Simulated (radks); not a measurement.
# Br¹³⁺ in [Ar] 3d4: an all-electron calculation

An exercise on one series of results from a longer session: the logs are not shown, and one member is left open.

Program: radks (a radial shooting solver on a logarithmic mesh, Libxc functionals) version 1. Level of theory: scalar-relativistic Kohn-Sham, LDA (Slater exchange, Perdew-Wang correlation), spin-polarised, spherical densities, finite nucleus; open shells are filled with parallel spins first. These are calculated values, not measurements, unless marked.

**The atom as given**

```
element            : bromine (Z = 35)
charge             : +13
electrons          : 22
configuration      : [Ar] 3d4
nuclear rms radius : 4.1629 fm
```

Outer shells as boxes (Hund's rule):

Br¹³⁺
```
[Ar] core
3d [↑ ][↑ ][↑ ][↑ ][  ]
```

The first run:

Input:

```text
Z 35
configuration [Ar] 3d4
relativity scalar-relativistic
functional lda,pw
spin polarised
nucleus finite rms 4.1629 fm
c 137.035999084
```

One of the session's tables, all rows but one given; the rest of the session is left out.

It belongs to the step «Radial structure». Sizes of the orbitals, from the radial functions (bohr):

| level | <r> | outermost maximum (interpolated) | 90 % within | nodes |
| --- | --- | --- | --- | --- |
| 1s up | 0.04281 | 0.0280 | 0.0766 | 0 |
| 1s down | 0.04281 | 0.0280 | 0.0765 | 0 |
| 2s up | 0.1895 | 0.159 | 0.293 | 1 |
| 2s down | 0.1892 | 0.159 | 0.292 | 1 |
| 2p up | 0.1653 | 0.127 | 0.269 | 0 |
| 2p down | 0.1649 | 0.127 | 0.269 | 0 |
| 3s up | 0.5142 | 0.467 | 0.755 | 2 |
| 3s down | 0.5166 | 0.468 | 0.759 | 2 |
| 3p up | 0.5121 | 0.458 | 0.767 | 1 |
| 3p down | ? | ? | ? | ? |
| 3d up | 0.4823 | 0.389 | 0.757 | 0 |
| 3d down | 0.4868 | 0.391 | 0.765 | 0 |

**Question.** Estimate the row for 3p down.

The run gave: <r>: 0.5151; outermost maximum (interpolated): 0.459; 90 % within: 0.772; nodes: 1. In the column «<r>» it lies between 3s up (0.5142) and 3s down (0.5166).

Caveats from the session: Open shells are spherical and high-spin; term and fine-structure splittings are not resolved.
